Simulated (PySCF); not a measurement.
# AuH₃: relaxation and vibrations of the singlet

The task is one start of a wider search on AuH₃: the singlet, from a PBE0 minimum start. It is relaxed, tested by its Hessian and followed downhill if it is a saddle.

The runs use PySCF 2.14.0; PBE0, basis Au def2-TZVP with ECP60, H def2-TZVP, scalar-relativistic core potentials, no spin–orbit coupling, density fitting.

**1. Starting geometry**

4 atoms, charge 0, spin multiplicity 1.

Bond lengths: Au1–H2 1.837 Å, Au1–H3 1.576 Å, Au1–H4 1.837 Å, H2–H4 0.802 Å. Angles: H2–Au1–H3 167.4°, H2–Au1–H4 25.2°, H3–Au1–H4 167.4°, Au1–H2–H4 77.4°, Au1–H4–H2 77.4°.

```xyz
4
charge 0 multiplicity 1
Au    0.0092    0.0000   -0.0041
H    -1.4613    0.0000    1.0960
H     1.4467    0.0000   -0.6497
H    -1.7900    0.0000    0.3641
```

**2. Finding the electronic state**

The steps below are one call of a driver around PySCF. For each, scf.py gives the equivalent set-up of the SCF; relaxations use the driver's own optimiser. After this first run the driver tries any further starts and a stability analysis.

Input file scf.py:

```python
from pyscf import gto, scf, dft
mol = gto.M(atom='''
Au     0.009233    -0.000000    -0.004147
H     -1.461278     0.000000     1.096010
H      1.446692    -0.000000    -0.649704
H     -1.789970     0.000000     0.364113''',
    basis={'Au': 'def2-TZVP', 'H': 'def2-TZVP'},
    ecp={'Au': 'def2-TZVP'},
    charge=0, spin=0)
mf = dft.RKS(mol, xc='PBE0')
mf.grids.atom_grid = (50, 194)
aux = {'Au': 'def2-universal-JKFIT', 'H': 'def2-universal-JKFIT'}
mf = mf.density_fit(auxbasis=aux)
mf.conv_tol = 1e-08
mf.diis_space = 10
mf.max_cycle = 60
mf.init_guess = 'minao'
mf.verbose = 4
mf.kernel()
```

On the command line:

```bash
> OMP_NUM_THREADS=2 python axn.py task.json out
```

Log:

```text
init E= -122.711669167348
  HOMO = -0.782097491373653  LUMO = -0.444914326093862  gap/eV = 9.17522
cycle= 1 E= -136.738653935222  delta_E=  -14  |g|=    2  |ddm|= 7.83
  HOMO = 0.0833569630469344  LUMO = 0.104156544287194  gap/eV = 0.56599
cycle= 2 E= -127.885803969073  delta_E= 8.85  |g|= 5.39  |ddm|= 9.12
  HOMO = -0.399773137943464  LUMO = -0.100922539813963  gap/eV = 8.13214
cycle= 3 E= -137.440090560046  delta_E= -9.55  |g|= 0.47  |ddm|= 8.51
  HOMO = -0.264466430039956  LUMO = -0.02892668996137  gap/eV = 6.40936
cycle= 4 E= -137.499551065176  delta_E= -0.0595  |g|= 0.0476  |ddm|= 0.838
  HOMO = -0.272817052498417  LUMO = -0.0333874141555697  gap/eV = 6.51521
cycle= 5 E= -137.499890156959  delta_E= -0.000339  |g|= 0.0285  |ddm|= 0.0452
  HOMO = -0.274792878437935  LUMO = -0.0332333795799853  gap/eV = 6.57317
cycle= 6 E= -137.500031238683  delta_E= -0.000141  |g|= 0.00259  |ddm|= 0.0237
  HOMO = -0.275355163868311  LUMO = -0.0337327331350759  gap/eV = 6.57488
cycle= 7 E= -137.500032849155  delta_E= -1.61e-06  |g|= 0.000299  |ddm|= 0.00255
  HOMO = -0.275452570733796  LUMO = -0.0337524079474036  gap/eV = 6.57700
cycle= 8 E= -137.500032888615  delta_E= -3.95e-08  |g|= 6.27e-05  |ddm|= 0.000776
  HOMO = -0.275450454900914  LUMO = -0.0337589516006078  gap/eV = 6.57676
cycle= 9 E= -137.500032889997  delta_E= -1.38e-09  |g|= 1.64e-05  |ddm|= 9.67e-05
  HOMO = -0.275447744244765  LUMO = -0.0337569577623738  gap/eV = 6.57674
Extra cycle  E= -137.500032889965  delta_E= 3.13e-11  |g|= 2.35e-05  |ddm|= 4.77e-05
converged SCF energy = -137.500032889965
```

This step, with its further starts and checks, ran for 1.7 s (2 threads of Intel Xeon Platinum 8488C (Sapphire Rapids), shared host).

The test of internal stability found no lower closed-shell solution.

**3. PBE0 minimum start, singlet: relaxation**

The program finds C2v symmetry in the start, which this walk keeps. Threshold on the gradient: 0.0003 Eh/bohr, with a further test on the energy change.

Edit scf.py of step 2 so:

```diff
@@ -3 +3 @@
-Au     0.009233    -0.000000    -0.004147
+Au     0.009233     0.000000    -0.004147
@@ -5 +5 @@
-H      1.446692    -0.000000    -0.649704
+H      1.446692     0.000000    -0.649704
@@ -17 +16,0 @@
-mf.init_guess = 'minao'
```

The optimiser's trace:

| step | energy (Eh) | change (kJ/mol) | largest symmetric gradient (Eh/bohr) |
| --- | --- | --- | --- |
| 0 | -137.500033 | 0.00 | 0.00002 |

The walk took 0.8 s.

Positions (Å) and forces (eV/Å) along the way:

```
step 0
Au   0.009   0.000  -0.004   0.006   0.000   0.016
H   -1.461   0.000   1.096   0.005   0.000  -0.010
H    1.447   0.000  -0.650  -0.001   0.000  -0.003
H   -1.790   0.000   0.364  -0.011   0.000  -0.003
```

After 0 steps and 0.0 kJ/mol it ends at C2v: Au–H 1.576 Å, Au–H 1.837 Å (×2), H–H 0.802 Å; Au–H–H 77.4° (×2), H–Au–H 25.2°, H–Au–H 167.4° (×2).

**4. Frequencies**

On the finer grid the gradient is checked again; gradients at displacements of ±0.02 bohr then give force constants and infrared intensities.

Edit scf.py of step 3 so:

```diff
@@ -11 +11 @@
-mf.grids.atom_grid = (50, 194)
+mf.grids.atom_grid = (75, 302)
@@ -14 +14 @@
-mf.conv_tol = 1e-08
+mf.conv_tol = 1e-10
```

The driver hands on the density of the step before, so the log starts near convergence.

Log of the central SCF (cycles and frontier levels):

```text
init E= -137.500090150392
  HOMO = -0.27544909412316  LUMO = -0.0337555511709855  gap/eV = 6.57682
cycle= 1 E= -137.500090150391  delta_E= 5.12e-13  |g|= 2.38e-06  |ddm|= 3.26e-06
  HOMO = -0.275449623754191  LUMO = -0.0337556065443279  gap/eV = 6.57683
Extra cycle  E= -137.50009015039  delta_E= 1.28e-12  |g|= 3.35e-06  |ddm|= 4.55e-06
converged SCF energy = -137.50009015039
```

The whole step took 20 s.

Geometry: C2v; Au–H 1.576 Å, Au–H 1.837 Å (×2), H–H 0.802 Å; Au–H–H 77.4° (×2), H–Au–H 25.2°, H–Au–H 167.4° (×2).

Harmonic modes (main isotopes):

```tsv
symmetry	ω (cm⁻¹)	IR (km/mol)
b2	596	11.0
b1	646	3.8
a1	851	0.2
b2	1375	12.6
a1	2224	22.1
a1	3620	0.2
```

Every mode is real; the point is a minimum.

Constants and moments:

| Quantity | Value |
| --- | --- |
| Dipole moment | 2.73 D |
| Highest occupied level | -7.50 eV |
| Lowest empty level | -0.92 eV |
| Rotational constants | 51.97, 1.882, 1.817 cm⁻¹ |
| Zero-point energy | 55.7 kJ/mol |
| Principal polarisabilities | 31.9, 34.1, 42.0 bohr³ |
| Atomisation energy without zero-point energy | 773 kJ/mol |
| Principal traceless quadrupole moments about the centre of mass | -1.74, -0.88, 2.62 D Å |
| Entropy at 298.15 K and 1 bar | 235.7 J/(mol K) |
| Heat capacity Cp at 298.15 K | 44.4 J/(mol K) |
| Enthalpy at 298.15 K above 0 K | 10.89 kJ/mol |
| Rotational symmetry number | 2 |

Charges (e) and bond orders:

```
atom  Mulliken  Löwdin  polar tensor  Mayer order to Au1
 Au1     -0.04    0.06          0.03                   –
H2,4      0.06    0.07          0.06                0.22
  H3     -0.08   -0.21         -0.16                0.96
```

Mulliken populations on Au1 (outside its core potential): s 3.28, p 6.11, d 9.65, f 0.01.

**5. Outcome**

| quantity | value |
| --- | --- |
| minimum | singlet, C2v |
| geometry | Au–H 1.576 Å, Au–H 1.837 Å (×2), H–H 0.802 Å; Au–H–H 77.4° (×2), H–Au–H 25.2°, H–Au–H 167.4° (×2) |
| wavenumbers (cm⁻¹) | 596 (b2), 646 (b1), 851 (a1), 1375 (b2), 2224 (a1), 3620 (a1) |
| dipole moment | 2.73 D |
| highest occupied, lowest empty level | -7.50, -0.92 eV |
| polar-tensor charge of Au1 | +0.03 e |
| zero-point energy | 55.7 kJ/mol |
| entropy at 298.15 K | 235.7 J/(mol K) |
| atomisation energy (no zero-point energy) | 773 kJ/mol |

The molecule stays C2v, as typed, and the end point is a minimum. The strongest infrared band lies at 2224 cm⁻¹ (a1). Only this shape and spin were tried, so other structures or states may lie lower. Whether spin polarisation would lower the closed shell was not checked. With an element this heavy the missing spin–orbit coupling can shift these numbers.

The search up to here took 22 s.
